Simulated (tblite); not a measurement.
# C5H8Ge2: the cost of one run

Programs: tblite 0.8.0 and PySCF 2.14.0, with density-fitted response routines of our own. Each step states its level of theory. These are calculated values for one molecule in the gas phase, unless marked as measured. Atoms are numbered from 0 throughout.

## 1. The molecule as given

15 atoms, charge 0, multiplicity 1; geometry from: force field or distance geometry start.

Bonds of the start (Å): C0–C1 1.20, C1–Ge2 1.87, Ge2–C3 1.93, C3–C4 1.28, C4–C5 1.45, C5–Ge6 1.96, Ge6–Ge2 2.46, C0–H7 1.06, Ge2–H8 1.52, C3–H9 1.12, C4–H10 1.16, C5–H11 1.11, C5–H12 1.13, Ge6–H13 1.52, Ge6–H14 1.54.

## 2. Relaxing the molecule with GFN2-xTB

Job settings and geometry (Å):

```
{"job": {"kind": "relax", "xc": "GFN2-xTB", "basis": "xTB"}, "charge": 0, "multiplicity": 1}
C      3.649400     0.011900    -0.882800
C      2.577800    -0.131300    -0.364000
Ge     0.920300    -0.348700     0.464400
C     -0.315200    -1.379100    -0.595800
C     -1.518700    -0.955000    -0.678000
C     -2.014500     0.261800    -0.060500
Ge    -0.555000     1.566300     0.012200
H      4.591500     0.160400    -1.344400
H      0.950100    -0.698900     1.941200
H      0.036300    -2.325400    -1.071600
H     -2.270700    -1.565000    -1.314100
H     -2.909200     0.692800    -0.565100
H     -2.266700    -0.006100     1.012200
H     -0.238500     2.221600    -1.317100
H     -0.641300     2.502500     1.235900
```

On the command line:

```sh
> OMP_NUM_THREADS=1 python probes_run.py task.json out
```

One launch serves the whole session: the jobs run in the order shown.

Q: Estimate the wall time of this first job on 1 thread of Arm Neoverse N1, shared host.

About 1.4 s.
